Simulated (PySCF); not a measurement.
# C3H11NSi2: runs on many settings, part 1 of 2

Which settings matter for C3H11NSi2 (`N[Si@H]1CCC[SiH2]1`)?

Computed with PySCF 2.14.0, with density-fitted response routines of our own, on a single molecule, in the gas phase or a continuum. Atoms count from 0, in the outputs and in this text.

1 further run of the same task is left out (set aside as unsound or not needed).

### 1 The molecule as given

17 atoms, charge 0, multiplicity 1; geometry from: GFN2-xTB.

Bonds of the start (Å): N0–Si1 1.73, Si1–C2 1.91, C2–C3 1.53, C3–C4 1.53, C4–Si5 1.91, Si5–Si1 2.31, N0–H6 1.01, N0–H7 1.01, Si1–H8 1.48, C2–H9 1.09, C2–H10 1.09, C3–H11 1.10, C3–H12 1.09, C4–H13 1.09, C4–H14 1.09, Si5–H15 1.47, Si5–H16 1.47.

### 2 Indirect couplings: KT3/def2-SVPD in cyclohexane

Job settings and geometry (Å):

```
{"job": {"kind": "j", "xc": "KT3", "basis": "def2-SVPD", "solvent": "cyclohexane"}, "charge": 0, "multiplicity": 1}
N      2.306393    -0.228112     0.922116
Si     1.308435     0.117587    -0.447993
C      0.005096    -1.279146    -0.555464
C     -1.231701    -0.862876     0.242731
C     -1.706567     0.541208    -0.137343
Si    -0.239023     1.756124     0.038279
H      2.767587    -1.123269     0.974342
H      2.926551     0.487964     1.263392
H      2.056425     0.172148    -1.723618
H      0.371000    -2.236669    -0.184075
H     -0.280358    -1.435555    -1.597294
H     -2.039119    -1.586127     0.084058
H     -0.986468    -0.877951     1.308262
H     -2.564914     0.816819     0.475985
H     -2.054552     0.529945    -1.172943
H     -0.409599     2.882501    -0.888975
H     -0.236183     2.337440     1.388629
```

With the program's defaults for keys left out, this is: KT3/def2-SVPD indirect spin-spin coupling, non-relativistic, IEF-PCM cyclohexane.

Command:

```console
OMP_NUM_THREADS=1 python probes_run.py task.json out
```

The driver reads the jobs from task.json and runs them one after another.

The program printed:

```text
coarse grid: 14392 points
cycle   1  E = -761.5558720626  dE =  3.093e-01  |g| = 6.834e-01  |ddm| = 5.636e+00
cycle   2  E = -761.2538424506  dE =  3.020e-01  |g| = 1.252e+00  |ddm| = 3.079e+00
cycle   3  E = -761.6803924621  dE = -4.266e-01  |g| = 8.714e-02  |ddm| = 2.144e+00
cycle   4  E = -761.6824343877  dE = -2.042e-03  |g| = 4.640e-02  |ddm| = 2.985e-01
cycle   5  E = -761.6829439204  dE = -5.095e-04  |g| = 1.506e-02  |ddm| = 9.352e-02
cycle   6  E = -761.6830098649  dE = -6.594e-05  |g| = 3.395e-03  |ddm| = 3.313e-02
cycle   7  E = -761.6830132238  dE = -3.359e-06  |g| = 8.072e-04  |ddm| = 7.334e-03
final grid: 127560 points
cycle   8  E = -761.7915328816  dE = -8.300e-05  |g| = 7.141e-03  |ddm| = 2.457e-01
cycle   9  E = -761.7915109594  dE =  2.192e-05  |g| = 1.132e-02  |ddm| = 2.884e-02
cycle  10  E = -761.7915460378  dE = -3.508e-05  |g| = 1.119e-03  |ddm| = 1.875e-02
cycle  11  E = -761.7915463778  dE = -3.400e-07  |g| = 3.229e-04  |ddm| = 2.709e-03
cycle  12  E = -761.7915464093  dE = -3.154e-08  |g| = 7.482e-05  |ddm| = 7.880e-04
cycle  13  E = -761.7915464106  dE = -1.298e-09  |g| = 3.085e-05  |ddm| = 1.595e-04
cycle  14  E = -761.7915464109  dE = -2.574e-10  |g| = 4.272e-06  |ddm| = 5.391e-05
converged SCF energy = -761.7915464109

Indirect spin-spin couplings (Hz)
  i      j    bonds     total        FC       PSO       DSO        SD
  0 N    1 Si   1     11.281    12.820    -1.834     0.039     0.255
  0 N    2 C    2     -5.048    -5.062     0.033    -0.001    -0.018
  0 N    3 C    3      0.156     0.156    -0.007     0.003     0.005
  0 N    4 C    3     -1.102    -1.127     0.006     0.017     0.002
  0 N    5 Si   2      4.906     4.921    -0.034    -0.004     0.023
  0 N    6 H    1    -93.271   -90.005    -2.653    -0.316    -0.297
  0 N    7 H    1    -95.649   -92.376    -2.663    -0.312    -0.298
  0 N    8 H    2     -2.920    -3.019    -0.031     0.135    -0.006
  0 N    9 H    3     -1.822    -1.762    -0.026    -0.048     0.014
  0 N   10 H    3     -4.104    -4.208    -0.060     0.154     0.009
  0 N   11 H    4      0.327     0.297    -0.073     0.101     0.001
  0 N   13 H    4     -0.551    -0.595    -0.050     0.092     0.002
  0 N   14 H    4      0.205     0.133    -0.049     0.123    -0.002
  0 N   15 H    3     -3.118    -3.223    -0.025     0.126     0.005
  0 N   16 H    3     -0.404    -0.384    -0.007    -0.018     0.004
  1 Si   2 C    1    -51.408   -51.493     1.324    -0.120    -1.119
  1 Si   3 C    2      0.510     0.294     0.178    -0.026     0.064
  1 Si   4 C    2     -6.744    -6.823     0.106    -0.019    -0.007
  1 Si   5 Si   1     63.876    63.749    -0.914     0.055     0.986
  1 Si   6 H    2      2.559     1.851     0.439     0.308    -0.039
  1 Si   7 H    2      0.894     0.282     0.424     0.304    -0.115
  1 Si   8 H    1   -170.773  -171.333     0.977    -0.376    -0.041
  1 Si   9 H    2      5.497     5.546     0.057     0.055    -0.161
  1 Si  10 H    2      4.236     4.121     0.220     0.012    -0.117
  1 Si  11 H    3    -11.808   -11.800    -0.225     0.257    -0.040
  1 Si  12 H    3     -1.141    -1.196     0.063    -0.051     0.044
  1 Si  13 H    3     -6.168    -6.293    -0.153     0.244     0.033
  1 Si  14 H    3      0.586     0.554    -0.025     0.037     0.021
  1 Si  15 H    2     -8.563    -8.697     0.052     0.144    -0.061
  1 Si  16 H    2     -2.454    -2.561     0.003     0.145    -0.041
  2 C    3 C    1     61.869    61.938    -0.305     0.236         -
  2 C    4 C    2      0.905     1.118    -0.255     0.041         -
  2 C    5 Si   2     -5.613    -5.696     0.091    -0.008     0.001
  2 C    6 H    3      0.687     0.664    -0.006     0.029         -
  2 C    7 H    3      8.046     8.282     0.238    -0.473         -
  2 C    8 H    2     10.453    10.685    -0.126    -0.106         -
  2 C    9 H    1    162.605   160.581     1.077     0.946         -
  2 C   10 H    1    160.331   158.258     1.109     0.965         -
  2 C   11 H    2     -5.500    -5.554     0.136    -0.082         -
  2 C   12 H    2     -6.931    -7.024     0.097    -0.004         -
  2 C   13 H    3     14.650    14.772     0.254    -0.377         -
  2 C   14 H    3      1.818     1.737    -0.012     0.093         -
  2 C   15 H    3      2.368     2.575     0.060    -0.268         -
  2 C   16 H    3      0.747     0.936     0.070    -0.259         -
  3 C    4 C    1     62.596    62.673    -0.309     0.232         -
  3 C    5 Si   2     -0.364    -0.536     0.127    -0.018     0.063
  3 C    7 H    4     -0.427    -0.312     0.170    -0.286         -
  3 C    8 H    3      6.575     6.810     0.101    -0.337         -
  3 C    9 H    2     -5.632    -5.702     0.115    -0.045         -
  3 C   10 H    2     -8.545    -8.616     0.100    -0.028         -
  3 C   11 H    1    172.400   170.793     0.694     0.914         -
  3 C   12 H    1    165.301   163.629     0.685     0.987         -
  3 C   13 H    2     -5.398    -5.462     0.130    -0.066         -
  3 C   14 H    2     -8.657    -8.734     0.107    -0.030         -
  3 C   15 H    3      8.527     8.779     0.105    -0.358         -
  3 C   16 H    3     -0.287    -0.199     0.019    -0.107         -
  4 C    5 Si   1    -43.662   -43.296     0.972    -0.102    -1.236
  4 C    6 H    4      0.456     0.579     0.158    -0.281         -
  4 C    7 H    4     -0.209    -0.066     0.128    -0.270         -
  4 C    8 H    3      3.118     3.301     0.049    -0.232         -
  4 C    9 H    3     15.288    15.408     0.254    -0.375         -
  4 C   10 H    3      1.542     1.477     0.002     0.064         -
  4 C   11 H    2     -5.508    -5.568     0.153    -0.093         -
  4 C   12 H    2     -6.810    -6.888     0.097    -0.019         -
  4 C   13 H    1    165.049   163.101     1.053     0.894         -
  4 C   14 H    1    160.601   158.582     1.074     0.944         -
  4 C   15 H    2      1.135     1.312    -0.031    -0.146         -
  4 C   16 H    2      1.115     1.289    -0.035    -0.138         -
  5 Si   6 H    3     -7.914    -8.043    -0.174     0.307    -0.004
  5 Si   7 H    3     -0.318    -0.351    -0.012     0.041     0.004
  5 Si   8 H    2    -17.885   -18.035     0.032     0.167    -0.049
  5 Si   9 H    3     -4.095    -4.201    -0.174     0.253     0.027
  5 Si  10 H    3      0.649     0.599    -0.081     0.103     0.028
  5 Si  11 H    3    -12.059   -12.037    -0.254     0.278    -0.046
  5 Si  12 H    3     -1.471    -1.439    -0.013    -0.050     0.031
  5 Si  13 H    2      5.614     5.578     0.105     0.099    -0.168
  5 Si  14 H    2      5.306     5.277     0.088     0.060    -0.118
  5 Si  15 H    1   -161.069  -161.329     0.578    -0.268    -0.049
  5 Si  16 H    1   -166.517  -166.818     0.632    -0.280    -0.051
  6 H    7 H    2    -12.513   -12.774     4.875    -4.614         -
  6 H    8 H    3     -1.876    -1.388     0.546    -1.034         -
  6 H    9 H    4      0.431    -0.059    -0.770     1.261         -
  6 H   10 H    4     -0.620    -0.229     0.640    -1.032         -
  6 H   13 H    5      0.224     0.647     0.727    -1.150         -
  6 H   14 H    5     -0.595    -0.083     0.737    -1.249         -
  6 H   15 H    4      0.484     1.328     0.744    -1.588         -
  6 H   16 H    4     -1.008    -0.615     0.772    -1.165         -
  7 H    8 H    3     -2.152    -1.574     0.654    -1.232         -
  7 H    9 H    4     -0.594    -0.098     1.140    -1.636         -
  7 H   10 H    4      0.552     1.387     1.135    -1.969         -
  7 H   12 H    5     -0.178     0.010     0.427    -0.615         -
  7 H   13 H    5     -0.458    -0.021     0.595    -1.032         -
  7 H   14 H    5     -0.601     0.000     0.714    -1.315         -
  7 H   15 H    4     -0.807    -0.252     0.227    -0.782         -
  7 H   16 H    4      0.311     0.098    -0.166     0.379         -
  8 H    9 H    3     -1.081    -0.543     0.451    -0.989         -
  8 H   10 H    3      2.199     1.957    -0.212     0.455         -
  8 H   11 H    4      0.938     1.530     0.769    -1.361         -
  8 H   12 H    4     -1.351    -0.330     0.658    -1.680         -
  8 H   13 H    4     -0.744     0.010     0.741    -1.495         -
  8 H   14 H    4     -0.194     0.065     0.110    -0.368         -
  8 H   15 H    3     -1.397    -1.194     0.045    -0.248         -
  8 H   16 H    3      1.643     2.859     0.428    -1.644         -
  9 H   10 H    2    -16.975   -17.088     1.921    -1.808         -
  9 H   11 H    3      1.676     1.609     0.382    -0.315         -
  9 H   12 H    3      4.285     3.992     0.128     0.164         -
  9 H   13 H    4      1.382     1.758     1.235    -1.611         -
  9 H   14 H    4     -0.676    -0.351     1.105    -1.430         -
  9 H   15 H    4     -1.119    -0.313     0.742    -1.549         -
  9 H   16 H    4      0.467     1.015     0.595    -1.143         -
 10 H   11 H    3      5.836     5.636     0.178     0.022         -
 10 H   12 H    3     12.634    13.265     1.900    -2.531         -
 10 H   13 H    4     -0.684    -0.367     1.092    -1.408         -
 10 H   14 H    4      0.252    -0.340    -0.753     1.344         -
 10 H   15 H    4     -0.306     0.074     0.240    -0.620         -
 10 H   16 H    4     -1.099    -0.251     0.696    -1.544         -
 11 H   12 H    2    -15.953   -15.796     1.740    -1.898         -
 11 H   13 H    3      2.099     2.009     0.362    -0.272         -
 11 H   14 H    3      5.043     4.877     0.254    -0.087         -
 11 H   15 H    4      1.016     1.646     0.790    -1.420         -
 11 H   16 H    4     -1.361    -0.895     0.777    -1.242         -
 12 H   13 H    3      3.526     3.301     0.249    -0.025         -
 12 H   14 H    3     13.162    13.803     1.917    -2.558         -
 12 H   15 H    4     -1.357    -0.320     0.613    -1.650         -
 13 H   14 H    2    -16.832   -16.923     1.969    -1.878         -
 13 H   15 H    3     -0.503     0.001     0.441    -0.945         -
 13 H   16 H    3      4.273     4.170    -0.046     0.149         -
 14 H   15 H    3      4.351     4.193    -0.092     0.251         -
 14 H   16 H    3      6.425     7.593     0.881    -2.049         -
 15 H   16 H    2     -1.230    -0.084     0.478    -1.624         -
```

It took 39 s on 1 thread, shared host.

This basis has no tight s functions, so the Fermi-contact terms are rough.

Couplings of 1 Hz or more, nine at most for each number of bonds, with means over like pairs (isotopes 13C, 1H, 15N, 29Si):

| pair | bonds | J (Hz) | Fermi contact (Hz) | dihedral (°) |
| --- | --- | --- | --- | --- |
| C3–H11 | 1 | 172.4 | 170.8 | – |
| Si1–H8 | 1 | -170.8 | -171.3 | – |
| Si5–H16 | 1 | -166.5 | -166.8 | – |
| C3–H12 | 1 | 165.3 | 163.6 | – |
| C4–H13 | 1 | 165.0 | 163.1 | – |
| C2–H9 | 1 | 162.6 | 160.6 | – |
| Si5–H15 | 1 | -161.1 | -161.3 | – |
| C4–H14 | 1 | 160.6 | 158.6 | – |
| C2–H10 | 1 | 160.3 | 158.3 | – |
| Si5–H8 | 2 | -17.9 | -18.0 | – |
| H9–H10 | 2 | -17.0 | -17.1 | – |
| H13–H14 | 2 | -16.8 | -16.9 | – |
| H11–H12 | 2 | -16.0 | -15.8 | – |
| H6–H7 | 2 | -12.5 | -12.8 | – |
| C2–H8 | 2 | 10.5 | 10.7 | – |
| C3–H14 | 2 | -8.7 | -8.7 | – |
| Si1–H15 | 2 | -8.6 | -8.7 | – |
| C3–H10 | 2 | -8.5 | -8.6 | – |
| C4–H9 | 3 | 15.3 | 15.4 | 174 |
| C2–H13 | 3 | 14.7 | 14.8 | -178 |
| H12–H14 | 3 | 13.2 | 13.8 | -174 |
| H10–H12 | 3 | 12.6 | 13.3 | 170 |
| Si5–H11 | 3 | -12.1 | -12.0 | -176 |
| Si1–H11 | 3 | -11.8 | -11.8 | 172 |
| C3–H15 | 3 | 8.5 | 8.8 | 152 |
| C3–H8 | 3 | 6.6 | 6.8 | -146 |
| H14–H16 | 3 | 6.4 | 7.6 | 149 |
| H9–H13 | 4 | 1.4 | 1.8 | – |
| H11–H16 | 4 | -1.4 | -0.9 | – |
| H12–H15 | 4 | -1.4 | -0.3 | – |
| H8–H12 | 4 | -1.4 | -0.3 | – |
| H9–H15 | 4 | -1.1 | -0.3 | – |
| H10–H16 | 4 | -1.1 | -0.3 | – |
| H11–H15 | 4 | 1.0 | 1.6 | – |

The spin-dipole term was solved for some atoms only; pairs without it lack that part.

Quadrupole couplings from the field gradients of the same density:

| atom | isotope | eQq/h (MHz) | η |
| --- | --- | --- | --- |
| N0 | 14N | -4.168 | 0.31 |

(Continued in part 2 of 2.)
